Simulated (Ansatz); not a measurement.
# ZrTaTe4: the cost of one run

Method: DFT LDA+U (U_eff = 1 eV on Ta d), plane waves, PAW, no spin–orbit coupling unless a run says so, in Ansatz 0.2.0.

### 1 The starting structure

It takes space group P-3m1 (No. 164, trigonal). The conventional cell has a = 3.833 Å, b = 3.833 Å, c = 14.508 Å, α = 90.00°, β = 90.00°, γ = 120.00°. Ta (site symmetry -3m) has 6 Te at 2.83 Å as nearest neighbours. Te (site symmetry 3m) has 3 Ta at 2.83 Å as nearest neighbours. Te (site symmetry 3m) has 3 Zr at 2.90 Å as nearest neighbours. Around Zr (site symmetry -3m) lie 6 Te at 2.90 Å.

Structure file:

```cif
data_structure
_symmetry_space_group_name_H-M 'P-3m1'
_symmetry_Int_Tables_number 164
_cell_length_a 3.8325
_cell_length_b 3.8325
_cell_length_c 14.5082
_cell_angle_alpha 90.000
_cell_angle_beta 90.000
_cell_angle_gamma 120.000
_cell_volume 184.55
loop_
_atom_site_label
_atom_site_type_symbol
_atom_site_symmetry_multiplicity
_atom_site_Wyckoff_symbol
_atom_site_fract_x
_atom_site_fract_y
_atom_site_fract_z
_atom_site_occupancy
Ta1 Ta 1 a 0.00000 0.00000 0.00000 1
Te1 Te 2 d 0.33333 0.66667 0.87803 1
Te2 Te 2 d 0.33333 0.66667 0.37132 1
Zr1 Zr 1 b 0.00000 0.00000 0.50000 1
```

Magnetic order typed: ferromagnetic.

An earlier series on this cell reached its lowest free state from «from atoms, symmetry kept, no search», perhaps among other starts (it ended without moments).

### 2 From atoms, default search

input.yaml reads:

```yaml
crystal:
  lattice:
    - [3.83252582, 0.0, 0.0]
    - [-1.91626291, 3.31906472, 0.0]
    - [0.0, 0.0, 14.5082059]
  atoms:
    - { symbol: Ta, position: [0.0, 0.0, 0.0], spin: 1.0 }
    - { symbol: Te, position: [0.3333333333, 0.6666666667, 0.87803] }
    - { symbol: Te, position: [0.3333333333, 0.6666666667, 0.37132] }
    - { symbol: Te, position: [0.6666666667, 0.3333333333, 0.62868] }
    - { symbol: Te, position: [0.6666666667, 0.3333333333, 0.12197] }
    - { symbol: Zr, position: [0.0, 0.0, 0.5] }
basis:
  ecutwfc: 420
  ecutrho_ratio: 4
kpoints:
  mp_grid: { grid: [6, 6, 2] }
hamiltonian:
  xc: lda
  hubbard: { sites: [{ site: 0, l: d, u_eff: 1.0 }] }
scf:
  occupations: { method: gaussian, width: 0.05 }
output:
  forces: true
  stress: true
  eigenvalues: true
  populations: true
  hubbard: { sites: [{ site: 0, l: d }] }
  write_density: true
  write_potential: true
  elf: true
  volumetric_format: npy
magnetization:
  spin_polarized: true
```

Started as:

```console
> ansatz run input.yaml --threads 4 --pin off --max-ram 6144MiB --backend cpu --events-out ev --progress --plain --runs-dir out
```

Q: Estimate wall time and peak memory on 4 threads of Arm Neoverse V2, shared host.

About 20 s, with a peak of 0.8 GiB.
